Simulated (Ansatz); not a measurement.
# BFH4SeSi: up Jacob's ladder to CCSD(T)

One table from this session's results is given with a row withheld; the runs are named, their logs left out.

Method: functionals in def2-TZVPP, the program's frozen cores in correlated methods; program: Ansatz 0.2.0, Gaussian basis.

Plan: PBE-D4, r2SCAN-D4, PBE0-D4, B3LYP-D4, ωB97X-V, ωB97M-V, B2PLYP; CCSD(T)/def2-TZVPP; MP2/def2-QZVPP; extrapolation to the limit.

**The relaxed structure**

All runs share one geometry, relaxed beforehand with PBE0-D4 in a triple-zeta def2 set.

SMILES `B[Se][SiH2]F`, 8 atoms, charge 0, spin multiplicity 1.

Atoms are counted from 1 here; the program's logs count them from 0.

Bond lengths: B1–Se2 1.915 Å, B1–H5 1.191 Å, B1–H6 1.191 Å, Se2–Si3 2.276 Å, Si3–F4 1.597 Å, Si3–H7 1.478 Å, Si3–H8 1.480 Å. Angles: Se2–B1–H5 116.4°, Se2–B1–H6 120.8°, H5–B1–H6 122.8°, B1–Se2–Si3 97.3°, Se2–Si3–F4 110.1°, Se2–Si3–H7 109.8°, Se2–Si3–H8 108.3°, F4–Si3–H7 108.0°, F4–Si3–H8 107.6°, H7–Si3–H8 113.0°.

Set-up of the first run:

File in.yaml:

```yaml
crystal:
  periodic: [false, false, false]
  atoms:
    - {symbol: B, position_ang: [-1.005917, -0.067787, -1.483091]}
    - {symbol: Se, position_ang: [0.289132, -1.266149, -0.738060]}
    - {symbol: Si, position_ang: [0.837623, -0.005526, 1.075378]}
    - {symbol: F, position_ang: [-0.170354, -0.303657, 2.277268]}
    - {symbol: H, position_ang: [-1.546232, -0.425741, -2.481757]}
    - {symbol: H, position_ang: [-1.238650, 0.978437, -0.963812]}
    - {symbol: H, position_ang: [0.732643, 1.429553, 0.737583]}
    - {symbol: H, position_ang: [2.193855, -0.396030, 1.520692]}
basis:
  gaussian: {orbitals: def2-TZVPP}
hamiltonian: {xc: pbe, dispersion: d4}
output: {forces: true, orbitals: {seedname: orbitals}}
```

The run is started by

```sh
$ ansatz run in.yaml --threads 4 --pin off --events-out ev --progress --plain --max-ram 10444MiB
```

Among the steps run: PBE-D4 (GGA); r2SCAN-D4 (meta-GGA); PBE0-D4 (hybrid); B3LYP-D4 (hybrid); ωB97X-V (range-separated); ωB97M-V (range-separated); B2PLYP (double hybrid); CCSD(T) in def2-TZVPP; MP2 in def2-QZVPP.

One of the session's tables, all rows but one given; the rest of the session is left out.

| method | atomisation energy (eV) |
| --- | --- |
| PBE-D4 | 27.766 |
| r2SCAN-D4 | 27.804 |
| PBE0-D4 | 27.441 |
| B3LYP-D4 | 27.576 |
| ωB97X-V | 27.762 |
| ωB97M-V | 27.619 |
| B2PLYP | 27.333 |
| HF/def2-TZVPP | 21.023 |
| MP2/def2-TZVPP | ? |
| CCSD/def2-TZVPP | 26.591 |
| CCSD(T)/def2-TZVPP | 26.959 |
| MP2/CBS | 28.209 |
| CCSD(T)/CBS | 27.739 |

Estimate the missing values for MP2/def2-TZVPP.

**Answer.** atomisation energy (eV): 27.429. In the column «atomisation energy (eV)» it lies between B2PLYP (27.333) and PBE0-D4 (27.441).

Caveats from the session: Free atoms (1 B, 1 Se, 1 Si, 1 F, 4 H) were run apart at each level; the atomisation energy is their sum less the molecule, without zero-point or spin-orbit terms.
